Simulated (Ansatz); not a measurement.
# ZrHCl (quintet): from Hartree-Fock to the top rungs, def2-TZVPP

An exercise on one series of results from a longer session: the logs are not shown, and one member is left open.

Computed with Ansatz 0.2.0, Gaussian basis. Level: def2-TZVPP, core rule «outside noble gas», up to 9 orbitals frozen.

Plan: UHF; ROHF; CCSD(T) on UHF.

2 further runs of the same task are left out: 2 set aside as unsound or not needed.

## The system

The geometry is a PBE0/def2-TZVP stationary point (not a proven minimum) of the parent state, kept for this charge and spin. No spin-orbit coupling is included. Elements past krypton take def2 core potentials.

3 atoms, charge 0, spin multiplicity 5.

Atoms are counted from 1 here; the program's logs count them from 0.

Bond lengths: Zr1–Cl2 2.379 Å, Zr1–H3 1.933 Å. Angles: Cl2–Zr1–H3 180.0°.

Set-up of the first run:

Input file in.yaml:

```yaml
crystal:
  periodic: [false, false, false]
  atoms:
    - {symbol: Zr, position_ang: [0.000000, 0.000000, 0.148733]}
    - {symbol: Cl, position_ang: [0.000000, 0.000000, -2.230367]}
    - {symbol: H, position_ang: [0.000000, 0.000000, 2.081633]}
basis:
  gaussian: {orbitals: def2-TZVPP}
magnetization: {spin_polarized: true, initial_magnetization: 4}
hamiltonian: {xc: hf}
output: {orbitals: {seedname: orbitals}}
```

On the command line:

```console
> ansatz run in.yaml --threads 1 --pin off --events-out ev --progress --plain --max-ram 4096MiB --backend cpu
```

Steps of the session up to this table: UHF; ROHF; CCSD(T) on UHF.

One of the session's tables, all rows but one given; the rest of the session is left out.

```
  method  from UCCSD(T) (meV)
    ROHF              +7560.6
     UHF              +7433.3
    UMP2               +934.9
   UCCSD                    ?
UCCSD(T)                    0
```

**Question.** Estimate the row for UCCSD.

**Answer.** from UCCSD(T) (meV): +321.5. In the column «from UCCSD(T) (meV)» it lies between UCCSD(T) (0) and UMP2 (+934.9).
